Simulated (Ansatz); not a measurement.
# GaC (quartet): the correlation ladder at distance C1–Ga2 = 2.002 Å, cc-pVDZ

Aim: climb from Hartree-Fock through coupled cluster and multireference methods for GaC (quartet) at one geometry and basis, and see what each rung misses.

Computed with Ansatz 0.2.0, Gaussian basis. Level: cc-pVDZ, core rule «outside noble gas», up to 15 orbitals frozen.

Plan: UHF; CCSD(T) on ROHF; CCSD(T) on UHF; BCCD(T) on ROHF; CISD; CCSDT(Q) on ROHF; CCSDT(Q) on UHF; CASSCF and MRCISD+Q, 5 electrons in 5 orbitals; CASSCF and NEVPT2, 5 electrons in 5 orbitals; CASSCF and MRCISD+Q, 7 electrons in 8 orbitals; CASSCF and NEVPT2, 7 electrons in 8 orbitals; Full CI.

21 further runs of the same task are left out: 2 for a known fault of the program, 15 that didn't finish, 4 set aside as unsound or not needed.

## 1. What is computed

The geometry derives from a PBE0/def2-TZVP stationary point (not a proven minimum). One bond is set to the value named and the two fragments are kept rigid. No spin-orbit coupling is included. The filled d shell of Ga may be among the frozen orbitals whatever the setting's name suggests; the logs give the count.

2 atoms, charge 0, spin multiplicity 4.

Atoms are counted from 1 here; the program's logs count them from 0.

Bond lengths: C1–Ga2 2.002 Å.

As a file:

```xyz
2
CGa
C     0.0000    0.0000    0.0000
Ga    0.0000    0.0000    2.0016
```

## 2. UHF

Input file in.yaml:

```yaml
crystal:
  periodic: [false, false, false]
  atoms:
    - {symbol: C, position_ang: [0.000000, 0.000000, 0.000000]}
    - {symbol: Ga, position_ang: [0.000000, 0.000000, 2.001600]}
basis:
  gaussian: {orbitals: cc-pVDZ}
magnetization: {spin_polarized: true, initial_magnetization: 3}
hamiltonian: {xc: hf}
output: {orbitals: {seedname: orbitals}}
```

The run is started by

```sh
> ansatz run in.yaml --threads 1 --pin off --events-out ev --progress --plain --max-ram 2393MiB
```

The runs that follow: CCSD(T) on ROHF; CCSD(T) on UHF; BCCD(T) on ROHF; CISD; CCSDT(Q) on ROHF; CCSDT(Q) on UHF; CASSCF and MRCISD+Q, 5 electrons in 5 orbitals; CASSCF and NEVPT2, 5 electrons in 5 orbitals; CASSCF and MRCISD+Q, 7 electrons in 8 orbitals; CASSCF and NEVPT2, 7 electrons in 8 orbitals; Full CI.

Before running them: what should the planned runs give, taken together? Wanted: FCI below the RHF energy; RMP2 from FCI; UMP2 from FCI; RCCSD from FCI; RCCSD(T) from FCI; UCCSD(T) from FCI; RCCSDT(Q) from FCI; UCCSDT(Q) from FCI; NEVPT2 pair from FCI.

As calculated:

```
                         quantity                                                             value
         FCI below the RHF energy                                                        -3.9012 eV
                    RMP2 from FCI                                                       +1028.9 meV
                    UMP2 from FCI                                                       +1009.1 meV
                   RCCSD from FCI                                                        +168.4 meV
                RCCSD(T) from FCI                                                         +45.5 meV
                UCCSD(T) from FCI                                                         +41.3 meV
               RCCSDT(Q) from FCI                                                          -1.9 meV
               UCCSDT(Q) from FCI                                                          -6.6 meV
             NEVPT2 pair from FCI                                                       +1015.0 meV
           MRCISD+Q pair from FCI                                                        +107.6 meV
          NEVPT2 valence from FCI                                                        +544.8 meV
levels within 1 kcal/mol (43 meV)  UCCSD(T), RCCSDT, UCCSDT, RCCSDT(Q), UCCSDT(Q), MRCISD+Q valence
                    T1 diagnostic                                                             0.049
   effectively unpaired electrons                                                              3.08
```

RCCSD(T) misses by +45.5 meV, 1.2 % of the correlation energy. UCCSDT(Q), MRCISD+Q valence fall below full CI: unrestricted runs freeze a spin-polarised core, another one than full CI's, and coupled cluster isn't variational. The occupations are near whole numbers, but T1 = 0.049 shows that the orbitals relax strongly. Of the multireference levels listed MRCISD+Q valence comes nearest in total energy (-2.4 meV), which doesn't show that its space is the better one. These misses are within one basis, not against nature; the frozen cores of restricted and unrestricted runs differ, which can shift their rows.
